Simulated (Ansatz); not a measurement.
# BiIr (rocksalt): other levels of theory at one geometry

Task: rerun one cell of BiIr (rocksalt) with changes to the functional and spin–orbit coupling, and weigh what each level gives against its time. This structure was made by substitution into a known type, so it needn't be the compound's stable form.

Computed with Ansatz 0.2.0 (DFT at several levels, plane waves, PAW, unless a step's input says otherwise).

## Step 1: Starting point

The structure is cubic, space group Fm-3m (No. 225). Conventional cell: a = 5.626 Å, b = 5.626 Å, c = 5.626 Å, α = 90.00°, β = 90.00°, γ = 90.00°. Ir (site symmetry m-3m) has 6 Bi at 2.81 Å in its first shell of neighbours. Bi (site symmetry m-3m) has 6 Ir at 2.81 Å in its first shell of neighbours.

Coordinates:

```cif
data_structure
_symmetry_space_group_name_H-M 'Fm-3m'
_symmetry_Int_Tables_number 225
_cell_length_a 5.6257
_cell_length_b 5.6257
_cell_length_c 5.6257
_cell_angle_alpha 90.000
_cell_angle_beta 90.000
_cell_angle_gamma 90.000
_cell_volume 178.05
loop_
_atom_site_label
_atom_site_type_symbol
_atom_site_symmetry_multiplicity
_atom_site_Wyckoff_symbol
_atom_site_fract_x
_atom_site_fract_y
_atom_site_fract_z
_atom_site_occupancy
Ir1 Ir 4 b 0.50000 0.00000 0.00000 1
Bi1 Bi 4 a 0.00000 0.00000 0.00000 1
```

This cell comes from an earlier session at PBE: 22.256 Å³/atom at 0.02 GPa, on a 10×10×10 mesh, no gap.

Levels to run: PBE+SOC; r²SCAN; PBEsol; LDA. Hardware: 2 threads of Arm Neoverse V2, shared host.

## Step 2: PBE+SOC

Input file input.yaml:

```yaml
crystal:
  lattice:
    - [0.0, 2.812872199, 2.812872199]
    - [2.812872199, 0.0, 2.812872199]
    - [2.812872199, 2.812872199, 0.0]
  atoms:
    - { symbol: Ir, position: [0.5, 0.5, 0.5] }
    - { symbol: Bi, position: [0.0, 0.0, 0.0] }
basis:
  ecutwfc: 420
  ecutrho_ratio: 4
kpoints:
  mp_grid: { grid: [10, 10, 10] }
hamiltonian:
  xc: pbe
scf:
  occupations: { method: gaussian, width: 0.05 }
output:
  forces: true
  stress: true
  eigenvalues: true
  populations: true
  dos: { projected: true, de: 0.02 }
  write_density: true
  write_potential: true
  elf: true
  volumetric_format: npy
magnetization:
  noncollinear: true
  spin_orbit: true
```

On the command line:

```
> ansatz run input.yaml --threads 2 --pin off --max-ram 2662MiB --backend cpu --events-out ev --progress --plain --runs-dir out
```

After this run come: r²SCAN; PBEsol; LDA.

**Question.** What will these runs give? Wanted: for each run, pressure.

**Answer**, as computed:

| level | mesh | gap on the mesh (eV) | pressure (GPa) | time |
| --- | --- | --- | --- | --- |
| PBE | 10×10×10 | metal | 0.0 | 9.4 s* |
| LDA | 10×10×10 | metal | -8.0 | 1.4 s |
| PBEsol | 10×10×10 | metal | -5.4 | 1.5 s |
| PBE+SOC | 10×10×10 | metal | 1.2 | 11 s* |
| r²SCAN | 10×10×10 | metal | -3.6 | 3.7 s |

Times are on 2 threads of Arm Neoverse V2, shared host. * Includes bands or densities of states.

The pressure runs from -8.0 GPa (LDA) to 1.2 GPa (PBE+SOC); a negative pressure means that level wants a smaller cell, a positive one a larger cell. Every level gives a metal. Total energies of different levels have different zeros and can't be compared.
